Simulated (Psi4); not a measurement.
# GaNH2ClF (SMILES [NH2][Ga]([F])[Cl]): TD-PBE/6-31G(d) (spherical functions, save jk yes, sweep point 3)

Wanted: the vertical excitations of GaNH2ClF. 

Program for the calculation: Psi4 1.11.

5 further runs of the same task are left out: 5 set aside as unsound or not needed. Runs told in other sessions of the task aren't counted.

## Step 1: The system as given

GaNH2ClF has 6 atoms, charge 0, and is taken as a singlet. As SMILES, `[NH2][Ga]([F])[Cl]`. The shape is that of a PBE0-D4/def2-TZVP optimisation.

Bond lengths: N1–Ga2 1.791 Å, Ga2–F3 1.743 Å, Ga2–Cl4 2.117 Å, N1–H5 1.005 Å, N1–H6 1.005 Å. Angles: N1–Ga2–F3 119.0°, N1–Ga2–Cl4 124.0°, F3–Ga2–Cl4 116.9°, Ga2–N1–H5 121.8°, Ga2–N1–H6 122.2°, H5–N1–H6 113.3°.

## Step 2: The excited states at TD-PBE/6-31G(d) (spherical functions, save jk yes, sweep point 3)

run.py reads:

```python
import psi4

psi4.set_memory('1600 MB')
psi4.set_num_threads(1)
psi4.core.set_output_file('clfgah2n.out', False)

molecule = psi4.geometry("""
N     -0.36547303     1.94074873    -0.08673843
Ga     0.44030619    -1.34359527     0.02437747
F      2.96554721    -2.30792252     1.90730058
Cl    -1.39858630    -4.17364912    -2.12348525
H      0.38153570     3.19647174     1.12778855
H     -1.94377229     2.56738191    -0.93654827
units au
symmetry c1
""")

psi4.set_options({
    'basis': '6-31G*',
    'puream': True,
    'scf_type': 'pk',
    'dft_radial_points': 99,
    'dft_spherical_points': 590,
    'save_jk': True,
})

from psi4.driver.procrouting.response.scf_response import tdscf_excitations
result, w = psi4.energy('pbe', molecule=molecule, return_wfn=True)
states = tdscf_excitations(w, states=4, tda=False)
for k, s in enumerate(states, 1):
    print(f"root {k}: {s['EXCITATION ENERGY'] * 27.211386:.4f} eV  f = {s['OSCILLATOR STRENGTH (LEN)']:.4f}  {s['SYMMETRY']}")
print(f'total energy {result:.8f} hartree = {result * 27.211386:.5f} eV')
for k, v in sorted(psi4.core.scalar_variables().items()):
    print(f'{k:45s} {v:18.10f}')
```

The run is started by

```sh
$ python run.py
```

clfgah2n.out:

```text
=> Loading Basis Set <=

    Name: 6-31G*
    Role: ORBITAL
    Keyword: BASIS

         ---------------------------------------------------------
                                   SCF
                              RKS Reference
                        1 Threads,   1525 MiB Core
         ---------------------------------------------------------

  ==> Geometry <==

    Molecular point group: c1
    Full point group: C1

    Geometry (in Bohr), charge = 0, multiplicity = 1:

       Center              X                  Y                   Z               Mass
    ------------   -----------------  -----------------  -----------------  -----------------
         N           -0.589283448039     3.736259816397     0.182222742796    14.003074004430
         GA           0.216495771961     0.451915816397     0.293338642796    68.925573500000
         F            2.741736791961    -0.512411433603     2.176261752796    18.998403162730
         CL          -1.622396718039    -2.378138033603    -1.854524077204    34.968852682000
         H            0.157725281961     4.991982826397     1.396749722796     1.007825032230
         H           -2.167582708039     4.362892996397    -0.667587097204     1.007825032230

  Running in c1 symmetry.

  Rotational constants: A =      0.19945  B =      0.09683  C =      0.06521 [cm^-1]
  Rotational constants: A =   5979.28156  B =   2902.92608  C =   1954.82572 [MHz]
  Nuclear repulsion =  362.460692614806533

  Charge       = 0
  Multiplicity = 1
  Electrons    = 66
  Nalpha       = 33
  Nbeta        = 33

  ==> Algorithm <==

  SCF Algorithm Type is PK.
  DIIS enabled.
  MOM disabled.
  Fractional occupation disabled.
  Guess Type is SAD.
  Energy threshold   = 1.00e-06
  Density threshold  = 1.00e-06
  Integral threshold = 1.00e-12

  ==> Primary Basis <==

  Basis Set: 6-31G*
    Blend: 6-31G*
    Number of shells: 36
    Number of basis functions: 82
    Number of Cartesian functions: 88
    Spherical Harmonics?: true
    Max angular momentum: 2

  ==> DFT Potential <==

   => LibXC <=

    Version 7.1.2

   => Composite Functional: PBE <=

    PBE GGA Exchange-Correlation Functional

    Deriv               =              1
    GGA                 =           TRUE
    Meta                =          FALSE

    Exchange Hybrid     =          FALSE
    MP2 Hybrid          =          FALSE

   => Exchange Functionals <=

    1.0000     XC_GGA_X_PBE

   => Correlation Functionals <=

    1.0000     XC_GGA_C_PBE

   => LibXC Density Thresholds  <==

    XC_GGA_C_PBE:  1.00E-12
    XC_GGA_X_PBE:  1.00E-15

   => Molecular Quadrature <=

    Radial Scheme          =       TREUTLER
    Pruning Scheme         =           NONE
    Nuclear Scheme         =       TREUTLER

    Blocking Scheme        =         OCTREE
    BS radius alpha        =              1
    Pruning alpha          =              1
    Radial Points          =             99
    Spherical Points       =            590
    Total Points           =         335382
    Total Blocks           =           2475
    Max Points             =            256
    Max Functions          =             79
    Weights Tolerance      =       1.00E-15

  ==> Integral Setup <==

  Using in-core PK algorithm.
   Calculation information:
      Number of atoms:                   6
      Number of AO shells:              36
      Number of primitives:            108
      Number of atomic orbitals:        88
      Number of basis functions:        82

      Integral cutoff                 1.00e-12
      Number of threads:                 1

  Performing in-core PK
  Using 11583812 doubles for integral storage.
  We computed 187827 shell quartets total.
  Whereas there are 222111 unique shell quartets.

  ==> DiskJK: Disk-Based J/K Matrices <==

    J tasked:                  Yes
    K tasked:                   No
    wK tasked:                  No
    Memory [MiB]:              584
    Schwarz Cutoff:          1E-12

  Cached 100.0% of DFT collocation blocks in 0.547 [GiB].

  Minimum eigenvalue in the overlap matrix is 1.8218333375E-02.
  Reciprocal condition number of the overlap matrix is 4.2068729995E-03.
    Using symmetric orthogonalization.

  ==> Pre-Iterations <==

  SCF Guess: Superposition of Atomic Densities via on-the-fly atomic UHF (no occupation information).

   -------------------------
    Irrep   Nso     Nmo
   -------------------------
     A         82      82
   -------------------------
    Total      82      82
   -------------------------

  ==> Iterations <==

                        Total Energy        Delta E     RMS |[F,P]|

   @RKS iter SAD: -2536.83997865667061   -2.53684e+03   0.00000e+00
   @RKS iter   1: -2537.68584806456238   -8.45869e-01   3.88433e-02 DIIS/ADIIS
   @RKS iter   2: -2486.02492065418392    5.16609e+01   9.89724e-02 DIIS/ADIIS
   @RKS iter   3: -2537.14570592511382   -5.11208e+01   4.51835e-02 DIIS/ADIIS
   @RKS iter   4: -2539.81876222476421   -2.67306e+00   8.09752e-03 DIIS/ADIIS
   @RKS iter   5: -2539.66648099322083    1.52281e-01   1.01484e-02 DIIS/ADIIS
   @RKS iter   6: -2540.01240101054145   -3.45920e-01   8.45970e-04 DIIS/ADIIS
   @RKS iter   7: -2540.01409586861882   -1.69486e-03   6.33202e-04 DIIS/ADIIS
   @RKS iter   8: -2540.01526713338853   -1.17126e-03   1.56776e-04 DIIS/ADIIS
   @RKS iter   9: -2540.01532493350987   -5.78001e-05   5.62457e-05 DIIS
   @RKS iter  10: -2540.01533277859789   -7.84509e-06   1.79137e-05 DIIS
   @RKS iter  11: -2540.01533407005491   -1.29146e-06   1.74399e-06 DIIS
   @RKS iter  12: -2540.01533408028081   -1.02259e-08   2.24913e-07 DIIS
  Energy and wave function converged.

  ==> Post-Iterations <==

   Electrons on quadrature grid:
      Ntotal   =   65.9999974180 ; deviation = -2.582e-06

    Orbital Energies [Eh]
    ---------------------

    Doubly Occupied:

       1A   -370.964596     2A   -100.656719     3A    -45.392512
       4A    -40.240800     5A    -40.237084     6A    -40.235890
       7A    -24.234060     8A    -14.007401     9A     -9.172054
      10A     -6.994589    11A     -6.987606    12A     -6.986925
      13A     -5.330780    14A     -3.660933    15A     -3.654122
      16A     -3.651030    17A     -1.031275    18A     -0.810501
      19A     -0.790595    20A     -0.772905    21A     -0.770526
      22A     -0.766056    23A     -0.746208    24A     -0.724343
      25A     -0.461539    26A     -0.443485    27A     -0.366644
      28A     -0.349667    29A     -0.326022    30A     -0.307769
      31A     -0.292411    32A     -0.285372    33A     -0.238277

    Virtual:

      34A     -0.073479    35A     -0.034477    36A      0.025966
      37A      0.036676    38A      0.072282    39A      0.100786
      40A      0.105879    41A      0.142564    42A      0.201105
      43A      0.215896    44A      0.331432    45A      0.370459
      46A      0.425868    47A      0.452080    48A      0.457229
      49A      0.492525    50A      0.520551    51A      0.574051
      52A      0.620511    53A      0.700301    54A      0.735574
      55A      0.809724    56A      0.812478    57A      0.847645
      58A      0.864333    59A      0.895724    60A      0.916929
      61A      1.092504    62A      1.140194    63A      1.189210
      64A      1.241557    65A      1.291461    66A      1.322710
      67A      1.607581    68A      1.696338    69A      1.711456
      70A      1.798403    71A      1.830136    72A      1.894773
      73A      1.977511    74A      2.046927    75A      2.077047
      76A      2.219753    77A      2.288344    78A      2.738149
      79A      2.760559    80A      2.875437    81A      2.960937
      82A      3.113443

    Final Occupation by Irrep:
              A
    DOCC [    33 ]
    NA   [    33 ]
    NB   [    33 ]

  @RKS Final Energy: -2540.01533408028081

   => Energetics <=

    Nuclear Repulsion Energy =            362.4606926148065327
    One-Electron Energy =               -4256.1848372154399840
    Two-Electron Energy =                1474.5526322561224788
    DFT Exchange-Correlation Energy =    -120.8438217357697937
    Empirical Dispersion Energy =           0.0000000000000000
    VV10 Nonlocal Energy =                  0.0000000000000000
    Total Energy =                      -2540.0153340802808088

Computation Completed

Properties will be evaluated at   0.000000,   0.000000,   0.000000 [a0]

Properties computed using the SCF density matrix

 Multipole Moments:

 ------------------------------------------------------------------------------------
     Multipole            Electronic (a.u.)      Nuclear  (a.u.)        Total (a.u.)
 ------------------------------------------------------------------------------------

 L = 1.  Multiply by 2.5417464519 to convert [e a0] to [Debye]
 Dipole X            :          1.8491542           -2.3285857           -0.4794316
 Dipole Y            :         -3.3608861            4.4780354            1.1171493
 Dipole Z            :          0.8955899           -0.8423338            0.0532561
 Magnitude           :                                                    1.2168457

 ------------------------------------------------------------------------------------

	total time  =          9 seconds =       0.15 minutes

******************************************************************************************
**********                               WARNING                                **********
**********       The names of excited state variables changed between 1.5       **********
**********     and 1.6. For a quick solution, remove the symmetry specifier     **********
**********   from the variable name. For full details, see 'Notes on Psivars'   **********
**********                        in the documentation.                         **********
******************************************************************************************

         ---------------------------------------------------------
                         TDSCF excitation energies
         ---------------------------------------------------------

  ==> Options <==

     Residual threshold  : 1.0000e-04
     Initial guess       : denominators
     Reference           : RHF
     Solver type         : RPA (Hamiltonian)

  ==> Requested Excitations <==

      4 singlet states with A symmetry

  ==> Seeking the lowest 4 singlet states with A symmetry

                        Generalized Hamiltonian Solver

  ==> Options <==

    Max number of iterations        = 60
    Eigenvector tolerance           = 1.0000e-04
    Max number of expansion vectors = 800

  => Iterations <=
                              Max[D[value]]     Max[|R|]   # vectors
  HamiltonianSolver iter   1:   2.37505e-01  1.10522e-01     16
  HamiltonianSolver iter   2:   5.73735e-03  5.51527e-02     20
  HamiltonianSolver iter   3:   5.60683e-04  2.12875e-02     28
  HamiltonianSolver iter   4:   5.66849e-05  6.98839e-03     36
  HamiltonianSolver iter   5:   5.86109e-06  2.63764e-03     44
  HamiltonianSolver iter   6:   7.28081e-07  8.81006e-04     52
  HamiltonianSolver iter   7:   7.39630e-08  3.15765e-04     60
  HamiltonianSolver iter   8:   8.32252e-09  1.23968e-04     66
  HamiltonianSolver iter   9:   9.20914e-10  9.43471e-05     68      Converged

******************************************************************************************
**********                               WARNING                                **********
**********  Length-gauge rotatory strengths are **NOT** gauge-origin invariant  **********
******************************************************************************************

                                    Excitation Energy         Total Energy        Oscillator Strength             Rotatory Strength
     #   Sym: GS->ES (Trans)        au              eV              au          au (length)    au (velocity)    au (length)    au (velocity)
    ---- -------------------- --------------- --------------- --------------- --------------- --------------- --------------- ---------------
     1        A->A (1 A)       0.17254         4.69513        -2539.84279      0.0187          0.0284         -0.0061         -0.0066
     2        A->A (1 A)       0.21760         5.92121        -2539.79773      0.0130          0.0150         -0.0047         -0.0054
     3        A->A (1 A)       0.22399         6.09506        -2539.79134      0.0120          0.0071          0.0028          0.0010
     4        A->A (1 A)       0.23114         6.28974        -2539.78419      0.0298          0.0153          0.0091          0.0118

Contributing excitations and de-excitations
Only contributions with abs(coeff) > 1.00e-01 will be printed:

Excited State    1 (1 A):   0.17254 au   264.07 nm f = 0.0187
  Sums of squares: Xssq =  1.001281e+00; Yssq =  1.281481e-03; Xssq - Yssq =  1.000000e+00
     33a  ->  34a    -0.994550 (98.913%)

Excited State    2 (1 A):   0.21760 au   209.39 nm f = 0.0130
  Sums of squares: Xssq =  1.000653e+00; Yssq =  6.532844e-04; Xssq - Yssq =  1.000000e+00
     32a  ->  34a     0.974065 (94.880%)
     33a  ->  35a    -0.208129 ( 4.332%)

Excited State    3 (1 A):   0.22399 au   203.42 nm f = 0.0120
  Sums of squares: Xssq =  1.000453e+00; Yssq =  4.527582e-04; Xssq - Yssq =  1.000000e+00
     31a  ->  34a     0.991717 (98.350%)

Excited State    4 (1 A):   0.23114 au   197.12 nm f = 0.0298
  Sums of squares: Xssq =  1.004669e+00; Yssq =  4.669473e-03; Xssq - Yssq =  1.000000e+00
     27a  ->  34a     0.121417 ( 1.474%)
     30a  ->  34a     0.535531 (28.679%)
     31a  ->  34a     0.103337 ( 1.068%)
     31a  ->  35a     0.106071 ( 1.125%)
     32a  ->  34a    -0.187379 ( 3.511%)
     33a  ->  35a    -0.791203 (62.600%)

******************************************************************************************
**********                               WARNING                                **********
**********       The names of excited state variables changed between 1.5       **********
**********     and 1.6. For a quick solution, remove the symmetry specifier     **********
**********   from the variable name. For full details, see 'Notes on Psivars'   **********
**********                        in the documentation.                         **********
******************************************************************************************
```

Standard output:

```text
root 1: 4.6951 eV  f = 0.0187  A
root 2: 5.9212 eV  f = 0.0130  A
root 3: 6.0951 eV  f = 0.0120  A
root 4: 6.2897 eV  f = 0.0298  A
total energy -2540.01533408 hartree = -69117.33770 eV
CURRENT ENERGY                                  -2540.0153340803
CURRENT REFERENCE ENERGY                        -2540.0153340803
DD SOLVATION ENERGY                                 0.0000000000
DFT FUNCTIONAL TOTAL ENERGY                     -2540.0153340803
DFT TOTAL ENERGY                                -2540.0153340803
DFT VV10 ENERGY                                     0.0000000000
DFT XC ENERGY                                    -120.8438217358
GRID ELECTRONS ALPHA                               32.9999987090
GRID ELECTRONS BETA                                32.9999987090
GRID ELECTRONS TOTAL                               65.9999974180
NUCLEAR REPULSION ENERGY                          362.4606926148
ONE-ELECTRON ENERGY                             -4256.1848372154
PCM POLARIZATION ENERGY                             0.0000000000
PE ENERGY                                           0.0000000000
SCF ITERATION ENERGY                            -2540.0153340803
SCF ITERATIONS                                     12.0000000000
SCF TOTAL ENERGY                                -2540.0153340803
TWO-ELECTRON ENERGY                              1474.5526322561
XC GRID RADIAL POINTS                              99.0000000000
XC GRID SPHERICAL POINTS                          590.0000000000
XC GRID TOTAL POINTS                           335382.0000000000
```

It took 35 s on 1 thread of Intel Xeon 6975P-C (Granite Rapids), shared host; peak memory 0.91 GiB.

The roots found:

```tsv
excited state	energy (eV)	strength	label
1	4.695	0.0187	A 1
2	5.921	0.0130	A 1
3	6.095	0.0120	A 1
4	6.290	0.0299	A 1
```

## Step 3: Results

Level: TD-PBE/6-31G* (spherical functions, save jk yes, sweep point 3).

```
                              quantity           value
     ground-state or mean-field energy  -2540.01533 Eh
 dipole moment (PBE Kohn–Sham density)          3.09 D
  HOMO energy (PBE Kohn–Sham orbitals)        -6.48 eV
  LUMO energy (PBE Kohn–Sham orbitals)        -2.00 eV
HOMO–LUMO gap (PBE Kohn–Sham orbitals)         4.48 eV
              lowest excitation energy         4.70 eV
```

**Reading.** The brightest of the 4 transitions from the ground state lies at 6.29 eV (197 nm, f = 0.030); the lowest, at 4.70 eV, has f = 0.019.
